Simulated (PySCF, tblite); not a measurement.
# SiGeH6: dynamics, then NMR shifts on frames

Aim: move SiGeH6 (`[SiH3][GeH3]`) away from its starting geometry and see how NMR shifts follow the geometry.

Programs: tblite 0.8.0 and PySCF 2.14.0, with density-fitted response routines of our own. Each step states its level of theory. These are calculated values for one molecule in the gas phase, unless marked as measured. Atoms are numbered from 0 throughout.

## 1. The starting structure

8 atoms, charge 0, multiplicity 1; geometry from: GFN2-xTB.

Bonds of the start (Å): Si0–Ge1 2.33, Si0–H2 1.46, Si0–H3 1.46, Si0–H4 1.46, Ge1–H5 1.50, Ge1–H6 1.50, Ge1–H7 1.50.

## 2. Dynamics with GFN2-xTB

Job settings and geometry (Å):

```
{"job": {"kind": "md", "xc": "GFN2-xTB", "basis": "xTB", "temperature": 600, "steps": 2000, "every": 50, "frames": 5}, "charge": 0, "multiplicity": 1}
Si    -1.208597     0.122454     0.018579
Ge     1.109747    -0.108445    -0.023425
H     -1.795220    -0.814221     0.977328
H     -1.580321     1.482079     0.410529
H     -1.772867    -0.151254    -1.303418
H      1.614047    -1.466535    -0.416025
H      1.834644     0.803475    -0.969815
H      1.807625     0.141860     1.281682
```

With the program's defaults for keys left out, this is: GFN2-xTB Langevin dynamics, gas phase.

On the command line:

```console
> OMP_NUM_THREADS=1 python probes_run.py task.json out
```

The driver reads the jobs from task.json and runs them one after another.

The log of the run:

```text
t/fs     T/K      E/eV
    0.0   468.1   -182.51822
   25.0   287.2   -182.10733
   50.0   517.7   -181.94787
   75.0   706.2   -182.12084
  100.0   514.7   -182.08914
  125.0   297.1   -182.06755
  150.0   321.2   -182.14303
  175.0   481.2   -182.31140
  200.0   578.4   -182.16679
  225.0   384.2   -182.04614
  250.0   365.6   -181.98417
  275.0   445.2   -181.95344
  300.0   463.5   -182.16422
  325.0   334.0   -182.13688
  350.0   502.9   -182.12156
  375.0   819.2   -182.15628
  400.0   855.3   -182.06558
  425.0   752.8   -181.91720
  450.0   954.0   -182.16512
  475.0   772.8   -181.86084
  500.0   602.4   -181.87987
  525.0   510.1   -181.99837
  550.0   571.1   -182.04256
  575.0   522.4   -182.20428
  600.0   569.2   -182.01923
  625.0   489.4   -181.88768
  650.0   351.6   -181.92137
  675.0   759.9   -182.12909
  700.0   699.9   -182.04470
  725.0   575.8   -182.12526
  750.0   454.9   -181.98784
  775.0   571.7   -182.03900
  800.0   448.8   -182.07564
  825.0   483.3   -182.20584
  850.0   380.6   -182.22400
  875.0   448.9   -182.31282
  900.0   264.0   -182.07286
  925.0   510.9   -182.38444
  950.0   440.0   -182.26545
  975.0   369.3   -182.12531
 1000.0   636.8   -182.35245
```

It took 8.2 s on 1 thread, shared host.

Distance from the start (root mean square after alignment): 0 fs 0.00 Å, 200 fs 0.45 Å, 400 fs 1.58 Å, 600 fs 0.67 Å, 800 fs 1.46 Å, 1000 fs 1.30 Å.

Positions (Å) and forces (eV/Å) at 1000 fs:

```xyz
8

Si   -1.682    0.480   -0.042    0.988   -1.004    1.078
Ge   -0.127   -1.255   -0.391   -0.073   -0.679    0.247
H    -1.733    1.183   -1.240    0.027    1.139   -1.462
H    -3.010   -0.020    0.128   -0.607   -0.295    0.328
H    -1.163    1.238    1.093   -0.182    0.133   -0.004
H    -0.633   -2.432   -1.210    0.046    0.301   -0.167
H     1.239   -0.970   -0.969   -0.175    0.048   -0.033
H     0.253   -2.114    0.811   -0.025    0.357    0.011
```

## 3. NMR shieldings: 250 fs, PBE0/pcSseg-1

Job settings and geometry (Å):

```
{"job": {"kind": "nmr", "xc": "PBE0", "basis": "pcSseg-1", "pop": false}, "charge": 0, "multiplicity": 1}
Si    -1.095200    -0.371000    -0.047900
Ge     1.163800    -0.361000    -0.540300
H     -1.108900    -1.335300     0.915300
H     -1.586300     0.879800     0.826800
H     -2.140800    -0.514500    -1.076500
H      1.465300    -1.708800    -1.006400
H      1.990100     0.674600    -1.340400
H      1.747000    -0.122000     0.845800
```

With the program's defaults for keys left out, this is: GIAO PBE0/pcSseg-1 NMR shielding, non-relativistic, gas phase.

The log of the run:

```text
coarse grid: 28664 points
cycle   1  E = -2369.4064858703  dE = -8.076e-01  |g| = 8.202e-01  |ddm| = 2.514e+00
cycle   2  E = -2369.3980457982  dE =  8.440e-03  |g| = 7.829e-01  |ddm| = 6.535e-01
cycle   3  E = -2369.4414097877  dE = -4.336e-02  |g| = 7.458e-02  |ddm| = 4.305e-01
cycle   4  E = -2369.4419703953  dE = -5.606e-04  |g| = 8.325e-03  |ddm| = 6.110e-02
cycle   5  E = -2369.4419880713  dE = -1.768e-05  |g| = 9.911e-04  |ddm| = 1.251e-02
cycle   6  E = -2369.4419884450  dE = -3.737e-07  |g| = 2.321e-04  |ddm| = 2.205e-03
final grid: 57200 points
cycle   7  E = -2369.4419783356  dE = -1.307e-08  |g| = 2.214e-04  |ddm| = 7.805e-04
cycle   8  E = -2369.4419783379  dE = -2.322e-09  |g| = 2.454e-04  |ddm| = 4.969e-04
cycle   9  E = -2369.4419783485  dE = -1.051e-08  |g| = 2.389e-05  |ddm| = 2.075e-04
cycle  10  E = -2369.4419783486  dE = -1.369e-10  |g| = 2.866e-06  |ddm| = 2.719e-05
converged SCF energy = -2369.4419783486

GIAO shielding tensors (ppm)
atom      isotropic    diamagn.    paramagn.     s11        s22        s33       span
  0 Si     453.289     879.908    -426.619    421.163    448.825    489.879     68.716
  1 Ge    1690.619    2758.968   -1068.349   1607.003   1696.857   1767.997    160.994
  2 H       29.385      30.564      -1.180     25.143     27.451     35.561     10.419
  3 H       26.423      26.723      -0.299     23.244     24.274     31.752      8.508
  4 H       27.844      28.003      -0.159     24.193     25.192     34.147      9.954
  5 H       28.958      30.311      -1.353     21.835     23.378     41.659     19.824
  6 H       27.608      28.494      -0.886     21.708     21.968     39.148     17.440
  7 H       28.172      29.719      -1.547     21.642     23.204     39.671     18.028
```

Run time: 6.3 s. Hardware: 1 thread, shared host.

The references, computed at this level on geometries of the same kind, shield at (ppm): 1H TMS 31.72, 29Si TMS 349.2, 73Ge GeMe4 1331. Their shielding less the atom's gives the shift. The references are single molecules in the gas phase. Each atom is listed at this fixed geometry, with no averaging over motion; a spectrum would average atoms that exchange fast.

```csv
atoms,environment,σ (ppm),δ (ppm)
H3,hydrogen on a silicon bonded to Ge,26.42,5.29
H6,hydrogen on a germanium bonded to Si,27.61,4.11
H4,hydrogen on a silicon bonded to Ge,27.84,3.87
H7,hydrogen on a germanium bonded to Si,28.17,3.54
H5,hydrogen on a germanium bonded to Si,28.96,2.76
H2,hydrogen on a silicon bonded to Ge,29.38,2.33
Si0,"silicon bonded to Ge, 3 H",453.3,-104.1
Ge1,"germanium bonded to Si, 3 H",1691,-360
```

## 4. Shielding tensors: 425 fs, PBE0/pcSseg-1

Job settings and geometry (Å):

```
{"job": {"kind": "nmr", "xc": "PBE0", "basis": "pcSseg-1", "pop": false}, "charge": 0, "multiplicity": 1}
Si    -1.367000    -0.569300    -0.407900
Ge     0.937400    -0.325900    -0.563400
H     -1.962700    -1.303300     0.752400
H     -2.270300     0.648300    -0.819600
H     -1.512300    -1.462300    -1.533900
H      1.576100     0.883300    -1.202100
H      1.920500    -0.258800     0.555600
H      1.119900    -1.414300    -1.751600
```

With the program's defaults for keys left out, this is: GIAO PBE0/pcSseg-1 NMR shielding, non-relativistic, gas phase.

The log of the run:

```text
coarse grid: 28664 points
cycle   1  E = -2369.4015181431  dE = -8.623e-01  |g| = 8.225e-01  |ddm| = 2.504e+00
cycle   2  E = -2369.3926769175  dE =  8.841e-03  |g| = 7.866e-01  |ddm| = 6.612e-01
cycle   3  E = -2369.4374851388  dE = -4.481e-02  |g| = 7.568e-02  |ddm| = 4.406e-01
cycle   4  E = -2369.4380869085  dE = -6.018e-04  |g| = 9.113e-03  |ddm| = 6.475e-02
cycle   5  E = -2369.4381090682  dE = -2.216e-05  |g| = 1.096e-03  |ddm| = 1.403e-02
cycle   6  E = -2369.4381094784  dE = -4.102e-07  |g| = 3.463e-04  |ddm| = 2.313e-03
final grid: 57200 points
cycle   7  E = -2369.4380882074  dE = -1.805e-08  |g| = 3.352e-04  |ddm| = 1.005e-03
cycle   8  E = -2369.4380882111  dE = -3.688e-09  |g| = 3.684e-04  |ddm| = 7.921e-04
cycle   9  E = -2369.4380882400  dE = -2.895e-08  |g| = 3.991e-05  |ddm| = 3.508e-04
cycle  10  E = -2369.4380882403  dE = -2.638e-10  |g| = 3.077e-06  |ddm| = 3.512e-05
converged SCF energy = -2369.4380882403

GIAO shielding tensors (ppm)
atom      isotropic    diamagn.    paramagn.     s11        s22        s33       span
  0 Si     450.761     878.512    -427.751    427.646    450.696    473.939     46.293
  1 Ge    1698.774    2758.094   -1059.320   1554.988   1677.146   1864.187    309.199
  2 H       27.397      27.142       0.255     24.005     25.059     33.127      9.123
  3 H       26.507      26.202       0.305     23.157     24.241     32.124      8.967
  4 H       28.045      28.763      -0.718     23.427     27.005     33.704     10.277
  5 H       28.013      29.580      -1.568     21.823     22.555     39.660     17.837
  6 H       27.944      29.360      -1.415     21.307     22.366     40.160     18.853
  7 H       26.400      27.564      -1.164     19.626     22.699     36.876     17.250
```

Run time: 5.9 s. Hardware: 1 thread, shared host.

In short: δ Si0 -101.6, Ge1 -368, H7 5.32, H3 5.21 ppm.

## 5. Shielding tensors: 625 fs, PBE0/pcSseg-1

Job settings and geometry (Å):

```
{"job": {"kind": "nmr", "xc": "PBE0", "basis": "pcSseg-1", "pop": false}, "charge": 0, "multiplicity": 1}
Si    -1.690000     0.138000    -0.771200
Ge     0.556800    -0.549000    -0.749800
H     -2.247200     0.113000     0.581100
H     -2.401100     1.541300    -1.128400
H     -2.274900    -1.093800    -1.289700
H      1.124200    -1.344800     0.507100
H      1.058900    -1.278600    -1.932100
H      1.637800     0.496200    -0.949500
```

Level: GIAO PBE0/pcSseg-1 NMR shielding, non-relativistic, gas phase.

The log of the run:

```text
coarse grid: 28664 points
cycle   1  E = -2369.3938576124  dE = -8.651e-01  |g| = 8.228e-01  |ddm| = 2.497e+00
cycle   2  E = -2369.3860445271  dE =  7.813e-03  |g| = 7.837e-01  |ddm| = 6.696e-01
cycle   3  E = -2369.4310106989  dE = -4.497e-02  |g| = 7.731e-02  |ddm| = 4.407e-01
cycle   4  E = -2369.4316624211  dE = -6.517e-04  |g| = 1.024e-02  |ddm| = 7.007e-02
cycle   5  E = -2369.4316931508  dE = -3.073e-05  |g| = 1.385e-03  |ddm| = 1.641e-02
cycle   6  E = -2369.4316938115  dE = -6.607e-07  |g| = 3.767e-04  |ddm| = 2.607e-03
final grid: 57200 points
cycle   7  E = -2369.4316814185  dE = -2.736e-08  |g| = 3.402e-04  |ddm| = 1.239e-03
cycle   8  E = -2369.4316814236  dE = -5.025e-09  |g| = 3.622e-04  |ddm| = 8.149e-04
cycle   9  E = -2369.4316814555  dE = -3.192e-08  |g| = 4.117e-05  |ddm| = 3.676e-04
cycle  10  E = -2369.4316814557  dE = -2.515e-10  |g| = 4.168e-06  |ddm| = 3.262e-05
converged SCF energy = -2369.4316814557

GIAO shielding tensors (ppm)
atom      isotropic    diamagn.    paramagn.     s11        s22        s33       span
  0 Si     468.745     878.334    -409.590    385.945    502.839    517.449    131.504
  1 Ge    1716.410    2757.848   -1041.439   1627.572   1698.145   1823.512    195.940
  2 H       28.019      28.658      -0.639     24.005     26.294     33.759      9.754
  3 H       25.742      25.062       0.680     22.623     23.352     31.252      8.629
  4 H       27.827      27.681       0.147     23.033     25.912     34.537     11.505
  5 H       27.081      27.984      -0.903     21.057     21.948     38.240     17.184
  6 H       28.525      29.725      -1.200     21.850     22.590     41.133     19.283
  7 H       28.209      29.714      -1.505     21.926     22.475     40.225     18.299
```

Run time: 5.9 s. Hardware: 1 thread, shared host.

This run: δ Si0 -119.6, Ge1 -385, H3 5.97, H5 4.64 ppm.

## 6. Shielding tensors: 800 fs, PBE0/pcSseg-1

Job settings and geometry (Å):

```
{"job": {"kind": "nmr", "xc": "PBE0", "basis": "pcSseg-1", "pop": false}, "charge": 0, "multiplicity": 1}
Si    -1.578600     0.337700    -0.190500
Ge     0.447700    -0.867600    -0.287400
H     -1.419600     1.743200     0.093900
H     -2.210000     0.104600    -1.508600
H     -2.494100    -0.063500     0.934100
H     -0.035100    -2.018700    -1.366300
H      1.718100    -0.385000    -1.088400
H      0.679300    -1.445100     1.046500
```

Method: GIAO PBE0/pcSseg-1 NMR shielding, non-relativistic, gas phase.

The log of the run:

```text
coarse grid: 28664 points
cycle   1  E = -2369.4133335825  dE = -8.996e-01  |g| = 8.207e-01  |ddm| = 2.496e+00
cycle   2  E = -2369.4038508192  dE =  9.483e-03  |g| = 7.870e-01  |ddm| = 6.637e-01
cycle   3  E = -2369.4485030847  dE = -4.465e-02  |g| = 7.528e-02  |ddm| = 4.438e-01
cycle   4  E = -2369.4490976431  dE = -5.946e-04  |g| = 8.124e-03  |ddm| = 6.193e-02
cycle   5  E = -2369.4491134906  dE = -1.585e-05  |g| = 9.109e-04  |ddm| = 1.178e-02
cycle   6  E = -2369.4491137786  dE = -2.880e-07  |g| = 1.978e-04  |ddm| = 2.045e-03
final grid: 57200 points
cycle   7  E = -2369.4491282016  dE = -2.024e-08  |g| = 1.777e-04  |ddm| = 8.781e-04
cycle   8  E = -2369.4491282053  dE = -3.737e-09  |g| = 1.545e-04  |ddm| = 4.637e-04
cycle   9  E = -2369.4491282132  dE = -7.880e-09  |g| = 1.202e-05  |ddm| = 2.028e-04
cycle  10  E = -2369.4491282132  dE = -2.228e-11  |g| = 3.140e-06  |ddm| = 1.005e-05
converged SCF energy = -2369.4491282132

GIAO shielding tensors (ppm)
atom      isotropic    diamagn.    paramagn.     s11        s22        s33       span
  0 Si     454.607     879.226    -424.620    417.389    453.924    492.506     75.117
  1 Ge    1685.911    2758.401   -1072.490   1573.873   1694.840   1789.022    215.149
  2 H       28.212      28.628      -0.416     24.510     25.910     34.216      9.706
  3 H       27.668      28.017      -0.349     23.497     25.662     33.844     10.347
  4 H       27.471      27.597      -0.126     24.209     25.304     32.900      8.691
  5 H       26.488      27.429      -0.941     20.913     22.431     36.120     15.207
  6 H       26.869      27.998      -1.129     21.391     21.702     37.515     16.123
  7 H       28.395      30.012      -1.617     21.276     22.945     40.965     19.689
```

It took 6 s on 1 thread, shared host.

In short: δ Si0 -105.4, Ge1 -355, H5 5.23, H6 4.85 ppm.

## 7. Shielding tensors: 1000 fs, PBE0/pcSseg-1

Job settings and geometry (Å):

```
{"job": {"kind": "nmr", "xc": "PBE0", "basis": "pcSseg-1", "pop": false}, "charge": 0, "multiplicity": 1}
Si    -1.682300     0.480000    -0.042100
Ge    -0.127200    -1.254600    -0.390700
H     -1.732600     1.182500    -1.240200
H     -3.010200    -0.019900     0.127600
H     -1.163200     1.238200     1.092600
H     -0.633000    -2.431500    -1.209900
H      1.238900    -0.970300    -0.968600
H      0.253000    -2.114400     0.811000
```

Level: GIAO PBE0/pcSseg-1 NMR shielding, non-relativistic, gas phase.

The log of the run:

```text
coarse grid: 28664 points
cycle   1  E = -2369.4159115103  dE = -8.122e-01  |g| = 8.127e-01  |ddm| = 2.513e+00
cycle   2  E = -2369.4086466680  dE =  7.265e-03  |g| = 7.669e-01  |ddm| = 6.272e-01
cycle   3  E = -2369.4498052429  dE = -4.116e-02  |g| = 7.621e-02  |ddm| = 4.193e-01
cycle   4  E = -2369.4504064239  dE = -6.012e-04  |g| = 9.505e-03  |ddm| = 6.494e-02
cycle   5  E = -2369.4504302364  dE = -2.381e-05  |g| = 1.173e-03  |ddm| = 1.402e-02
cycle   6  E = -2369.4504306569  dE = -4.204e-07  |g| = 3.543e-04  |ddm| = 2.131e-03
final grid: 57200 points
cycle   7  E = -2369.4504620057  dE = -1.977e-08  |g| = 3.646e-04  |ddm| = 9.835e-04
cycle   8  E = -2369.4504620071  dE = -1.459e-09  |g| = 4.318e-04  |ddm| = 7.543e-04
cycle   9  E = -2369.4504620346  dE = -2.743e-08  |g| = 4.022e-05  |ddm| = 3.249e-04
cycle  10  E = -2369.4504620349  dE = -3.492e-10  |g| = 3.061e-06  |ddm| = 4.130e-05
converged SCF energy = -2369.4504620349

GIAO shielding tensors (ppm)
atom      isotropic    diamagn.    paramagn.     s11        s22        s33       span
  0 Si     468.600     879.895    -411.295    439.356    471.624    494.821     55.465
  1 Ge    1730.944    2757.418   -1026.474   1683.946   1712.727   1796.160    112.214
  2 H       29.105      29.598      -0.494     25.020     26.915     35.378     10.358
  3 H       28.630      28.723      -0.093     24.890     26.157     34.845      9.955
  4 H       28.007      28.212      -0.205     23.983     25.718     34.319     10.335
  5 H       28.372      28.942      -0.570     22.069     22.609     40.439     18.370
  6 H       28.424      29.500      -1.076     22.059     22.532     40.681     18.622
  7 H       28.299      29.314      -1.015     22.168     22.569     40.161     17.993
```

It took 6 s on 1 thread, shared host.

Key values: δ Si0 -119.4, Ge1 -400, H4 3.71, H7 3.42 ppm.

## 8. Comparing the runs: NMR shifts

Shifts (ppm) of some atoms, chosen among heavy atoms and hydrogens apart, with basis size and wall time:

```csv
frame,H3,H6,H7,H5,H2,Si0,Ge1,functions,time
250 fs,5.29,4.11,3.54,2.76,2.33,-104.1,-360,95,6.3 s
425 fs,5.21,3.77,5.32,3.70,4.32,-101.6,-368,95,5.9 s
625 fs,5.97,3.19,3.51,4.64,3.70,-119.6,-385,95,5.9 s
800 fs,4.05,4.85,3.32,5.23,3.51,-105.4,-355,95,6 s
1000 fs,3.09,3.29,3.42,3.34,2.61,-119.4,-400,95,6 s
```

## 9. Summary of results

| quantity | value |
| --- | --- |
| thermostat | 600 K |
| mean temperature, second half | 508 K |
| mean potential energy above the minimum | 0.41 eV |
| 1H shifts against TMS (PBE0/pcSseg-1, 250 fs) | 5.29, 4.11, 3.87, 3.54, 2.76, 2.33 ppm |
| 29Si shifts against TMS (PBE0/pcSseg-1, 250 fs) | -104.1 ppm |
| 73Ge shifts against GeMe4 (PBE0/pcSseg-1, 250 fs) | -360 ppm |
| range of the shift of Ge1 | -400 to -355 ppm |

What this shows: In the second half the potential energy averages 0.41 eV above the minimum; equipartition over 18 harmonic modes at 600 K would give 0.47 eV. With 8 atoms the temperature swings widely (264 to 954 K). Shifts at one fixed geometry are not the observed spectrum, which averages over the motion. In the first frame run (250 fs): The widest tensor belongs to Ge1: span 161 ppm, with a paramagnetic part of -1068 ppm. In ppm, Ge1 moves most: its shift spreads over 45 ppm, from -400 (1000 fs) to -355 (800 fs). Spin-orbit coupling is left out, which matters for shieldings and couplings at and beside the heavy atoms.
